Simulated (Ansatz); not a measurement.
## BH5OSSi, SMILES OBS[SiH3]: a rigid torsion scan

Run with Ansatz 0.2.0 through its Python package.

`torsion_bh5ossi.py`
```python
import ansatz as az
from ase import Atoms

SETTINGS = {
    "basis_set": "6-31G*",
    "functional": "pbe0",
    "force_tol": 0.02,
    "level": "MP2",
}

atoms = Atoms(["O", "B", "S", "Si", "H", "H", "H", "H", "H"], positions=[
    (-0.0998, 1.4335, -1.7192),
    (0.6056, 1.2625, -0.5021),
    (-0.3239, 1.0857, 1.1282),
    (-0.3323, -1.0411, 0.9459),
    (-0.3164, 0.5604, -2.0985),
    (1.7894, 1.2413, -0.5352),
    (0.9762, -1.6115, 0.856),
    (-1.1332, -1.3824, -0.2641),
    (-1.077, -1.5946, 2.1721),
])

first = (
    az.Crystal.molecule_from_ase(atoms).calculation()
    .basis(gaussian=SETTINGS["basis_set"])
    .functional(SETTINGS["functional"])
    .relax(force_tolerance=SETTINGS["force_tol"], max_steps=80)
)
atoms.positions = first.run(threads=1).report["positions_ang"]

start = atoms.get_dihedral(2, 1, 0, 4)
energies = {}
for turn in range(0, 360, 40):
    turned = atoms.copy()
    turned.set_dihedral(2, 1, 0, 4, start + turn, indices=[0, 4])
    model = (
        az.Crystal.molecule_from_ase(turned).calculation()
        .basis(gaussian=SETTINGS["basis_set"])
        .correlation(SETTINGS["level"])
    )
    energies[round((start + turn) % 360)] = model.run(threads=1).report["free_energy_ev"]
floor = min(energies.values())
print("dihedral S2-B1-O0-H4 (deg)   E - E(min) (kJ/mol)")
for angle, e in sorted(energies.items()):
    print(f"{angle:8d} {96.485332 * (e - floor):14.3f}  " + "#" * int(30 * (e - floor) / max(max(energies.values()) - floor, 1e-9)))
```

```console
$ python torsion_bh5ossi.py
dihedral S2-B1-O0-H4 (deg)   E - E(min) (kJ/mol)
       2          0.000
      42         21.258  ############
      82         50.504  ##############################
     122         35.764  #####################
     162          5.116  ###
     202          7.839  ####
     242         40.318  #######################
     282         50.121  #############################
     322         20.150  ###########
```

What to keep in mind:
- The scan is rigid and the energies are electronic, in a modest basis. With rigid groups the curve can differ much from the relaxed path, the start wasn't checked as a minimum of this torsion, and equivalent turns needn't return to the same energy.
- The start is relaxed with a density functional and scanned with the wavefunction method, so it isn't exactly that method's minimum.
- Run time: 120 s on 1 thread of Arm Neoverse V1, on a shared host, peak memory 0.23 GiB.
